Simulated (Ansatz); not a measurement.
# GeHCl3 (SMILES [Cl][GeH]([Cl])[Cl]): revPBE/cc-pVDZ

Aim: the energy change on altering one bond length of GeHCl3 at revPBE/cc-pVDZ, from 2 runs. 

The calculation is run with Ansatz 0.2.0.

61 further runs of the same task are left out: 12 that didn't finish, 49 set aside as unsound or not needed. Runs told in other sessions of the task aren't counted.

## 1. The system as given

GeHCl3 has 5 atoms, charge 0, and is taken as a singlet. As SMILES, `[Cl][GeH]([Cl])[Cl]`. Geometry: relaxed at PBE0-D4/def2-TZVP.

Bond lengths: Cl1–Ge2 2.126 Å, Ge2–Cl3 2.126 Å, Ge2–Cl4 2.126 Å, Ge2–H5 1.525 Å. Angles: Cl1–Ge2–Cl3 108.5°, Cl1–Ge2–Cl4 108.5°, Cl3–Ge2–Cl4 108.5°, Cl1–Ge2–H5 110.4°, Cl3–Ge2–H5 110.5°, Cl4–Ge2–H5 110.5°.

## 2. The energy at revPBE/cc-pVDZ

File in.yaml:

```yaml
crystal:
  periodic: [false, false, false]
  atoms:
    - {symbol: Cl, position_ang: [-1.177700, -0.012800, 1.700700]}
    - {symbol: Ge, position_ang: [0.102400, 0.090600, 0.006200]}
    - {symbol: Cl, position_ang: [1.117900, -1.767600, -0.185300]}
    - {symbol: Cl, position_ang: [-1.095100, 0.385600, -1.725800]}
    - {symbol: H, position_ang: [1.102600, 1.230700, 0.163000]}
basis:
  gaussian:
    orbitals: cc-pVDZ
hamiltonian:
  xc: {name: revPBE}
accuracy: high
output: {orbitals: {seedname: orbitals}}
```

The run is started by

```console
$ ansatz run in.yaml --threads 1 --pin off --max-ram 3480MiB --events-out events.jsonl --progress --plain --runs-dir runs
```

Output:

```text
Warning: RAYON_NUM_THREADS=1 ignored (pool sized by the plan → 1); use --threads N
Functional definition: revPBE
  name "revPBE"
  parameter kappa = 1.245
  parameter beta = 0.06672455060314922
  exchange = pbe_x(kappa = kappa, mu = beta*pi^2/3)
  correlation = pbe_c(beta = beta)
1925 factors; integrals over basis functions are off by at most 4.6e-9 eV
mean field evaluation 1: about -94092.9448 eV, gradient 2.0e1 eV
mean field evaluation 2: about -94092.1511 eV, gradient 2.7e1 eV
mean field evaluation 4: about -94093.9541 eV, gradient 4.6e-1 eV
mean field evaluation 8: about -94093.9564 eV, gradient 3.1e-2 eV
mean field evaluation 16: about -94093.9564 eV, gradient 9.5e-7 eV
mean field -94093.95636949 eV, -3457.8891174042 hartree, gradient 1.4e-8 eV, S^2 0.000000; 0 other end points of the search recorded, 0 dependent functions left out
reference -94093.95637309 eV, -3457.8891175368 hartree; 42, 42 occupied and 44, 44 virtual orbitals, 1925 factors
Total energy: -94093.95637309 eV, -3457.8891175368 hartree
```

It took 15 s on 1 thread of Arm Neoverse N1, shared host; peak memory 0.22 GiB.

## 3. The distorted shape, same level

File job.yaml:

```yaml
crystal:
  periodic: [false, false, false]
  atoms:
    - {symbol: Cl, position_ang: [-2.396306, 2.217050, 1.930501]}
    - {symbol: Ge, position_ang: [-1.116206, 2.320450, 0.236001]}
    - {symbol: Cl, position_ang: [1.117900, -1.767600, -0.185300]}
    - {symbol: Cl, position_ang: [-2.313706, 2.615450, -1.495999]}
    - {symbol: H, position_ang: [-0.116006, 3.460550, 0.392801]}
basis:
  gaussian:
    orbitals: cc-pVDZ
output:
  orbitals: {seedname: orbitals}
hamiltonian:
  xc: {name: revPBE}
accuracy: high
```

The run is started by

```console
$ ansatz run job.yaml --threads 1 --pin off --max-ram 3480MiB --events-out events.jsonl --progress --plain --runs-dir runs
```

Output:

```text
Warning: RAYON_NUM_THREADS=1 ignored (pool sized by the plan → 1); use --threads N
Functional definition: revPBE
  name "revPBE"
  parameter kappa = 1.245
  parameter beta = 0.06672455060314922
  exchange = pbe_x(kappa = kappa, mu = beta*pi^2/3)
  correlation = pbe_c(beta = beta)
1823 factors; integrals over basis functions are off by at most 4.4e-9 eV
mean field evaluation 1: about -94084.5580 eV, gradient 3.2e1 eV
mean field evaluation 2: about -93853.7950 eV, gradient 1.2e2 eV
mean field evaluation 4: about -94074.8983 eV, gradient 3.7e1 eV
mean field evaluation 8: about -94087.8665 eV, gradient 1.6e1 eV
mean field evaluation 16: about -94090.2261 eV, gradient 1.1e-8 eV
mean field evaluation 32: about -94090.1532 eV, gradient 1.8e0 eV
mean field -94090.22614017 eV, -3457.7520340053 hartree, gradient 2.0e-8 eV, S^2 0.000000; 4 other end points of the search recorded, 0 dependent functions left out
reference -94090.22614442 eV, -3457.7520341617 hartree; 42, 42 occupied and 44, 44 virtual orbitals, 1823 factors
Total energy: -94090.22614442 eV, -3457.7520341617 hartree
```

Wall time 18 s (1 thread of Arm Neoverse N1, shared host); peak memory 0.2 GiB.

## 4. Results

At revPBE/cc-pVDZ:

```
                                                           quantity           value
                                          first shape: total energy  -3457.88912 Eh
                                           first shape: HOMO energy        -7.81 eV
                                           first shape: LUMO energy        -2.23 eV
                                         first shape: HOMO–LUMO gap         5.58 eV
                                      distorted shape: total energy  -3457.75203 Eh
energy change with the Ge2–Cl3 bond stretched from 2.126 to 4.678 Å        3.730 eV
```

**Reading.** One bond (distorted shape) is far stretched, which a spin-restricted single reference describes badly; a broken-symmetry solution may lie lower. With the Ge2–Cl3 bond stretched from 2.126 to 4.678 Å the energy rises by 3.73 eV (360 kJ/mol). The first shape isn't relaxed at this level, so the change isn't measured from a minimum. A restricted reference can't describe the breaking bond well at this length.
